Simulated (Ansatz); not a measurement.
# InSe: the cost of one run

Method: DFT PBE+D3(BJ), scalar-relativistic, plane waves, PAW, and further levels as typed in the inputs, in Ansatz 0.2.0.

1 further run of the same task is left out (it didn't finish).

### Step 1. The starting structure

It takes space group Cm (No. 8, monoclinic). The conventional cell has a = 6.997 Å, b = 4.000 Å, c = 48.340 Å, α = 90.00°, β = 90.00°, γ = 90.00°. Around Se (site symmetry m) lie 3 In at 2.65 to 2.67 Å. In (site symmetry m) has 3 Se at 2.65 to 2.67 Å and 1 In at 2.79 Å as nearest neighbours. Only part of the 16 independent sites is listed.

Coordinates:

```cif
data_structure
_symmetry_space_group_name_H-M 'Cm'
_symmetry_Int_Tables_number 8
_cell_length_a 6.9975
_cell_length_b 4.0000
_cell_length_c 48.3400
_cell_angle_alpha 90.000
_cell_angle_beta 90.000
_cell_angle_gamma 90.000
_cell_volume 1353.03
loop_
_atom_site_label
_atom_site_type_symbol
_atom_site_symmetry_multiplicity
_atom_site_Wyckoff_symbol
_atom_site_fract_x
_atom_site_fract_y
_atom_site_fract_z
_atom_site_occupancy
Se1 Se 2 a 0.33333 0.00000 0.18618 1
In1 In 2 a 0.00000 0.00000 0.21297 1
In2 In 2 a 0.00000 0.00000 0.27069 1
Se2 Se 2 a 0.33333 0.00000 0.29748 1
Se3 Se 2 a 0.00000 0.00000 0.35830 1
In3 In 2 a 0.16667 0.50000 0.38508 1
In4 In 2 a 0.16667 0.50000 0.44280 1
Se4 Se 2 a 0.00000 0.00000 0.46959 1
Se5 Se 2 a 0.16667 0.50000 0.53041 1
In5 In 2 a 0.33333 0.00000 0.55720 1
In6 In 2 a 0.33333 0.00000 0.61492 1
Se6 Se 2 a 0.16667 0.50000 0.64170 1
Se7 Se 2 a 0.33333 0.00000 0.70252 1
In7 In 2 a 0.00000 0.00000 0.72931 1
In8 In 2 a 0.00000 0.00000 0.78703 1
Se8 Se 2 a 0.33333 0.00000 0.81382 1
```

### Step 2. Relaxing the atoms: In8Se8 sheet, no spin

input.yaml

```yaml
crystal:
  lattice:
    - [4.0, 0.0, 0.0]
    - [-2.0, 3.4987426313, 0.0]
    - [0.0, 0.0, 48.34]
  atoms:
    - { symbol: Se, position: [0.3333333333, 0.6666666667, 0.1861812164] }
    - { symbol: In, position: [0.0, 0.0, 0.2129706247] }
    - { symbol: In, position: [0.0, 0.0, 0.2706868018] }
    - { symbol: Se, position: [0.3333333333, 0.6666666667, 0.2974762102] }
    - { symbol: Se, position: [0.0, 0.0, 0.3582954075] }
    - { symbol: In, position: [0.6666666667, 0.3333333333, 0.3850848159] }
    - { symbol: In, position: [0.6666666667, 0.3333333333, 0.442800993] }
    - { symbol: Se, position: [0.0, 0.0, 0.4695904013] }
    - { symbol: Se, position: [0.6666666667, 0.3333333333, 0.5304095987] }
    - { symbol: In, position: [0.3333333333, 0.6666666667, 0.557199007] }
    - { symbol: In, position: [0.3333333333, 0.6666666667, 0.6149151841] }
    - { symbol: Se, position: [0.6666666667, 0.3333333333, 0.6417045925] }
    - { symbol: Se, position: [0.3333333333, 0.6666666667, 0.7025237898] }
    - { symbol: In, position: [0.0, 0.0, 0.7293131982] }
    - { symbol: In, position: [0.0, 0.0, 0.7870293753] }
    - { symbol: Se, position: [0.3333333333, 0.6666666667, 0.8138187836] }
  periodic: [true, true, false]
scf:
  occupations: { method: gaussian, width: 0.02 }
  n_extra_bands: 6
output:
  forces: true
  stress: false
  write_density: true
  write_potential: true
  elf: true
  volumetric_format: npy
kpoints:
  mp_grid: { grid: [10, 10, 1] }
hamiltonian:
  xc: pbe
  dispersion: d3bj
relax:
  f_tol: 0.004
  max_steps: 100
```

Run with:

```bash
$ ansatz run input.yaml --threads 8 --pin off --max-ram 24576MiB --backend cpu --events-out ev --progress --plain --runs-dir out
```

**Question.** How long does this run take on 8 threads of Intel Xeon Platinum 8259CL at 2.50GHz (Skylake/Cascade Lake), shared host, and how much memory does it need?

About 10 min, with a peak of 7.7 GiB.
